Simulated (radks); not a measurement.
**As⁴⁺ in [Ne] 3s2 3p5 3d10 4s1 4f1: an all-electron calculation**

Aim: the levels, the sizes of the orbitals and the parts of the energy of the arsenic ion As4+.

Program: radks (a radial shooting solver on a logarithmic mesh, Libxc functionals) version 1. Level of theory: scalar-relativistic Kohn-Sham, OLYP, spin-polarised, spherical densities, finite nucleus; open shells are filled with parallel spins first. These are calculated values, not measurements, unless marked.

## 1. Starting point

```
element            : arsenic (Z = 33)
charge             : +4
electrons          : 29
configuration      : [Ne] 3s2 3p5 3d10 4s1 4f1
nuclear rms radius : 4.0968 fm
```

Outer shells as boxes (Hund's rule):

As⁴⁺
```
[Ne] core
3s [↑↓]
3p [↑↓][↑↓][↑ ]
3d [↑↓][↑↓][↑↓][↑↓][↑↓]
4s [↑ ]
4f [↑ ][  ][  ][  ][  ][  ][  ]
```

## 2. The calculation

The run's settings:

```text
Z 33
configuration [Ne] 3s2 3p5 3d10 4s1 4f1 4p0 5s0
relativity scalar-relativistic
functional optx,lyp
spin polarised
nucleus finite rms 4.0968 fm
c 137.035999084
```

Q: Predict the outcome of this run.

The runs gave:

| quantity | value |
| --- | --- |
| total energy | -2251.46445 hartree |
| exchange-correlation share of it | 3.66 % |
| −T/E | 1.0194 |
| highest occupied level | 4f up, -19.366 eV |
| most extended occupied level | 4f up, <r> = 3.27 bohr |
| radius at density 0.001 e/bohr³ | 4.13 bohr |
| maxima of the radial density | 3 |

What this shows: 4 principal shells are occupied and 3 maxima appear in the radial density; where shells overlap, one shows as a shoulder or not at all. −T/E is 1.019: with relativity the kinetic term as defined here no longer equals −E. This is not the tabulated ground configuration, so its levels and sizes aren't those of the ground state, and no measured value stands beside it.
